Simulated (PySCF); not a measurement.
# CHNY (Y(HCN)3+): the cost of one run

The runs use PySCF 2.14.0; PBE0, Y def2-SVP with ECP28, N def2-SVP, C def2-SVP, H def2-SVP; scalar-relativistic core potentials, no spin–orbit coupling.

1 further run of the same task is left out (for a known fault of the program).

### Step 1. Where the work starts

4 atoms, charge 3, spin multiplicity 1.

Bond lengths: Y1–N2 2.173 Å, N2–C3 1.167 Å, C3–H4 1.118 Å. Angles: Y1–N2–C3 180.0°, N2–C3–H4 180.0°.

Geometry (Å):

```xyz
4

Y     0.0000    0.0000   -0.5130
N     0.0000    0.0000    1.6598
C     0.0000    0.0000    2.8272
H     0.0000    0.0000    3.9452
```

Formal oxidation states: Y +3. An earlier session relaxed this geometry at PBE0, Y def2-SVP with ECP28, N def2-SVP, C def2-SVP, H def2-SVP (singlet, point group C∞v).

Its energy there is -130.221323 Eh.

### Step 2. One electron removed, multiplicity 2

File run.py (the lines that set the calculation):

```python
mol = gto.M(atom='''
Y      0.00000     0.00000    -0.51300
N      0.00000     0.00000     1.65976
C      0.00000     0.00000     2.82722
H      0.00000     0.00000     3.94520''',
    basis={'Y': 'def2-SVP', 'N': 'def2-SVP', 'C': 'def2-SVP', 'H': 'def2-SVP'},
    ecp={'Y': 'def2-SVP'},
    charge=4, spin=1)
mf = dft.UKS(mol, xc='PBE0')
mf.grids.atom_grid = (50, 194)
mf = mf.density_fit()  # fitting sets: Y def2-universal-JKFIT, N def2-universal-JKFIT, C def2-universal-JKFIT, H def2-universal-JKFIT
mf.conv_tol = 1e-08; mf.max_cycle = 55
mf.kernel(dm0)  # dm0: the density of the relaxed state
```

Started as:

```sh
OMP_NUM_THREADS=2 python run.py
```

**Question.** How long does this run take on 2 threads of Intel Xeon at 2.50GHz (Skylake/Cascade Lake), shared host?

About 2.6 s.
